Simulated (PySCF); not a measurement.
**Boron: the same states on changed settings**

One table from this session's results is given with a row withheld; the runs are named, their logs left out.

Method: unrestricted determinants in a Gaussian basis, no spin-orbit coupling in the energies. Code: PySCF 2.14.0.

6 further runs of the same task are left out: 2 that didn't finish, 4 set aside as unsound or not needed.

### The atom as given

- Element: boron (Z = 5)
- Basis: aug-cc-pVDZ (4s3p2d, 23 functions)
- Hamiltonian: no relativity, point nucleus
- State 1: B⁺: [He] 2s2, closed-shell 1S
- State 2: B²⁺: [He] 2s1, 2S determinant
- Methods: MP2, CCSD(T)
- Core shells frozen in the correlated runs: all electrons: nothing (for B⁺)

Outer shells as boxes (Hund's rule):

B+ [He] 2s2
```
[He] core
2s [↑↓]
```

B2+ [He] 2s1
```
[He] core
2s [↑ ]
```

The sound run (aug-cc-pVDZ, no relativity, point nucleus, symmetry-adapted start, fine grid, valence correlation) gave:

```csv
species,method,energy (hartree)
B⁺,UHF,-24.23501
B⁺,r2SCAN,-24.31238
B⁺,M06-2X,-24.34197
B⁺,MP2 (valence),-24.26767
B⁺,CCSD(T) (valence),-24.29369
B²⁺,UHF,-23.37168
B²⁺,r2SCAN,-23.41931
B²⁺,M06-2X,-23.43008
```

One driver process ran all states and methods and kept the integrals in memory. Each run is shown as a PySCF script that sums up its settings (the driver passes frozen orbitals as a list and adds second-order terms of double hybrids); the logs are those of the runs themselves. The driver starts from symmetry-adapted Hartree-Fock orbitals, holds the occupation by maximum overlap and uses a logarithmic radial grid for functionals, so a plain start would take other cycles.

The first run:

The driver's launch:

```
$ OMP_NUM_THREADS=1 python atomrun2.py TASK.json OUT
```

input.py reads:

```python
from pyscf import gto, scf, dft, mp, cc
import basis_set_exchange as bse
mol = gto.M(atom="B 0 0 0", charge=1, spin=0, symmetry="D2h",
            basis=gto.basis.parse(bse.get_basis("aug-cc-pVDZ", elements=["B"], fmt="nwchem", header=False)))
mf = scf.UHF(mol)
mf.irrep_nelec = {'Ag': (2, 2)}
mf.kernel()
mp.UMP2(mf, frozen=0).kernel()
```

input.py reads:

```python
from pyscf import gto, scf, dft, mp, cc
import basis_set_exchange as bse
mol = gto.M(atom="B 0 0 0", charge=1, spin=0, symmetry="D2h",
            basis=gto.basis.parse(bse.get_basis("aug-cc-pVDZ", elements=["B"], fmt="nwchem", header=False)))
mf = scf.UHF(mol)
mf.irrep_nelec = {'Ag': (2, 2)}
mf.kernel()
mycc = cc.CCSD(mf, frozen=0).run()
mycc.ccsd_t()
```

Steps of the session up to this table: Changed run, B⁺, method by method; Changed run, B²⁺: the ladder of methods.

One table of the session follows, with a row left open; its other results are not shown here.

Ionisation energy of B⁺:

| method | sound run (eV) |
| --- | --- |
| UHF | ? |
| MP2 | 24.381 |
| SCS-MP2 | 24.559 |
| CCSD | 25.089 |
| CCSD(T) | 25.089 |

Estimate the missing values for UHF.

**Answer.** sound run (eV): 23.492. In the column «sound run (eV)» it is the lowest.
